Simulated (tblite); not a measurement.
# C2H10GeOSi2: the cost of one run

Computed with tblite 0.8.0 and PySCF 2.14.0, with density-fitted response routines of our own, on a single molecule, in the gas phase or a continuum. Atoms count from 0, in the outputs and in this text.

**1. Starting geometry**

16 atoms, charge 0, multiplicity 1; geometry from: force field or distance geometry start.

Bonds of the start (Å): C0–C1 1.49, C1–O2 1.23, C1–Si3 1.85, Si3–Si4 2.23, Si3–Ge5 2.31, C0–H6 1.11, C0–H7 1.12, C0–H8 1.11, Si3–H9 1.46, Si4–H10 1.47, Si4–H11 1.46, Si4–H12 1.47, Ge5–H13 1.55, Ge5–H14 1.55, Ge5–H15 1.57.

**2. Optimising the geometry with GFN2-xTB**

What the job is given:

```
{"job": {"kind": "relax", "xc": "GFN2-xTB", "basis": "xTB"}, "charge": 0, "multiplicity": 1}
C     -2.141700    -1.475000    -0.156000
C     -1.075600    -0.684000     0.513300
O     -1.044900    -0.613100     1.744100
Si     0.243500     0.172100    -0.463700
Si     0.169400     2.354800    -0.034700
Ge     2.309300    -0.657500     0.161800
H     -2.028100    -1.446400    -1.262100
H     -3.133800    -1.036100     0.107300
H     -2.107800    -2.531100     0.187000
H      0.033800    -0.067900    -1.888200
H     -1.148400     2.880500    -0.435400
H      0.382400     2.582200     1.395800
H      1.219500     3.034100    -0.802400
H      2.373300    -2.180100    -0.123300
H      3.414200     0.077400    -0.645100
H      2.527300    -0.400900     1.690200
```

Run with:

```
> OMP_NUM_THREADS=1 python probes_run.py task.json out
```

This one command runs all jobs of the session in turn.

**Question.** How long does this first job take on 1 thread of Intel Xeon at 2.50GHz, shared host, and how much memory does it need?

About 3.6 s, with a peak of 0.18 GiB.
